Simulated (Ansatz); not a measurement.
**KF: one species, many methods**

The task here is to estimate one member of a computed series from the others.

The runs use Ansatz 0.2.0, Gaussian basis; functionals in def2-TZVPP, the program's frozen cores in correlated methods.

Levels to be run: LDA (SPW92), PBE-D4, revPBE-D4, BLYP-D4, r2SCAN-D4, B97M-V, PBE0-D4, B3LYP-D4, r2SCANh-D4, r2SCAN0-D4, HSE06-D4, BHLYP-D4, CAM-B3LYP-D4, LC-ωPBE, ωB97X-V, ωB97M-V, B2PLYP, PBE-QIDH; CCSD(T)/def2-SVP; CCSD(T)/def2-TZVPP; CCSD(T)/def2-QZVPP; extrapolation to the limit; RPA on PBE.

## Structure used throughout

The geometry comes from an earlier relaxation with PBE0-D4 in a triple-zeta def2 set; it is a stationary point.

2 atoms, charge 0, spin multiplicity 1.

Atoms are counted from 1 here; the program's logs count them from 0.

Bond lengths: F1–K2 2.188 Å.

Set-up of the first run:

File in.yaml:

```yaml
crystal:
  periodic: [false, false, false]
  atoms:
    - {symbol: F, position_ang: [0.946147, -0.362432, 0.470375]}
    - {symbol: K, position_ang: [-0.916647, 0.302232, -0.466275]}
basis:
  gaussian: {orbitals: def2-TZVPP}
hamiltonian: {xc: lda}
output: {orbitals: {seedname: orbitals}}
```

Launch:

```sh
> ansatz run in.yaml --threads 2 --pin off --events-out ev --progress --plain --max-ram 32768MiB --backend cpu
```

Steps of the session up to this table: LDA; PBE-D4 (GGA); revPBE-D4 (GGA); BLYP-D4 (GGA); r2SCAN-D4 (meta-GGA); B97M-V (meta-GGA); PBE0-D4 (hybrid); B3LYP-D4 (hybrid); r2SCANh-D4 (hybrid); r2SCAN0-D4 (hybrid); HSE06-D4 (hybrid); BHLYP-D4 (hybrid); CAM-B3LYP-D4 (range-separated); LC-ωPBE (range-separated); ωB97X-V (range-separated); ωB97M-V (range-separated); B2PLYP (double hybrid); PBE-QIDH (double hybrid).

One of the session's tables, all rows but one given; the rest of the session is left out.

It belongs to the step «Orbital energies across the functionals». 

| functional | HOMO (eV) | LUMO (eV) | gap (eV) |
| --- | --- | --- | --- |
| LDA (SPW92) | -4.81 | -1.48 | 3.32 |
| PBE-D4 | -4.56 | -1.57 | 2.99 |
| revPBE-D4 | -4.47 | -1.65 | 2.83 |
| BLYP-D4 | ? | ? | ? |
| r2SCAN-D4 | -4.75 | -0.85 | 3.89 |
| B97M-V | -4.89 | -1.36 | 3.53 |
| PBE0-D4 | -6.29 | -1.05 | 5.23 |
| B3LYP-D4 | -6.06 | -1.34 | 4.72 |
| r2SCANh-D4 | -5.45 | -0.76 | 4.70 |
| r2SCAN0-D4 | -6.52 | -0.63 | 5.89 |
| HSE06-D4 | -5.87 | -1.32 | 4.55 |
| BHLYP-D4 | -8.12 | -0.83 | 7.29 |
| CAM-B3LYP-D4 | -7.89 | -0.69 | 7.20 |
| LC-ωPBE | -9.13 | -0.02 | 9.11 |
| ωB97X-V | -8.83 | 0.03 | 8.86 |
| ωB97M-V | -8.85 | -0.57 | 8.28 |

Estimate the missing values for BLYP-D4.

Worked estimate for «HOMO (eV)». Against the share of exact exchange, B3LYP-D4 (0.2, -6.06), BHLYP-D4 (0.5, -8.12) give a slope of -6.87 per unit share; at 0 the line stands at -4.69.

**Answer.** HOMO (eV): -4.53; LUMO (eV): -1.63; gap (eV): 2.90. In «HOMO (eV)» the line misses by -0.16.
